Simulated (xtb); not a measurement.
**singlet GeNH2ClF+ at GFN1-xTB (GBSA ch2cl2, etemp 1 K, surface grid extreme)**

Wanted: energy and gradient of singlet GeNH2ClF+. 

Program for the calculation: xtb 6.7.1.

6 further runs of the same task are left out: 4 that didn't finish, 2 set aside as unsound or not needed.

### 1 The system as given

GeNH2ClF+: 6 atoms, total charge +1, spin state singlet. As SMILES of the parent species, `[NH2][Ge]([F])[Cl]`. The shape was relaxed beforehand at GFN2-xTB. This is one conformer, not always the lowest.

Bond lengths: N1–Ge2 1.875 Å, Ge2–F3 1.833 Å, Ge2–Cl4 2.172 Å, N1–H5 1.011 Å, N1–H6 1.012 Å. Angles: N1–Ge2–F3 95.2°, N1–Ge2–Cl4 103.4°, F3–Ge2–Cl4 104.2°, Ge2–N1–H5 117.4°, Ge2–N1–H6 114.6°, H5–N1–H6 109.1°.

### 2 Energy and forces at GFN1-xTB (GBSA ch2cl2, etemp 1 K, surface grid extreme)

.CHRG reads:

```
1
```

.UHF reads:

```
0
```

xtb.inp reads:

```
$gbsa
   gbsagrid=extreme
$end
```

geo.gen reads:

```
6 C
 N Ge F Cl H
   1  1     -0.10937000      0.91862000     -0.11736000
   2  2     -0.07746000     -0.81055000      0.60593000
   3  3      1.66438000     -1.15127000      0.14853000
   4  4     -1.24006000     -1.97227000     -0.81395000
   5  5     -0.92157000      1.48883000      0.07513000
   6  5      0.72619000      1.46276000      0.05562000
```

Started as:

```bash
xtb geo.gen --gfn 1 --grad --gbsa ch2cl2 --json --molden --acc 0.01 --etemp 1 --input xtb.inp --parallel 1 > run.log 2> xtb.err
```

**Question.** What will come out? Wanted: total energy; HOMO energy; LUMO energy; HOMO–LUMO gap; dispersion energy; solvent term in the energy; largest force on an atom.

**Answer.** As computed:

Level: GFN1-xTB (GBSA ch2cl2, etemp 1 K, surface grid extreme).

| quantity | value |
| --- | --- |
| total energy | -14.97406 Eh |
| HOMO energy | -14.42 eV |
| LUMO energy | -12.63 eV |
| HOMO–LUMO gap | 1.78 eV |
| dispersion energy | -4.58 kJ/mol |
| solvent term in the energy | -201.1 kJ/mol |
| largest force on an atom | 3.261 eV/Å |

Mulliken charges run from -0.30 on N1 to +0.76 on Ge2.
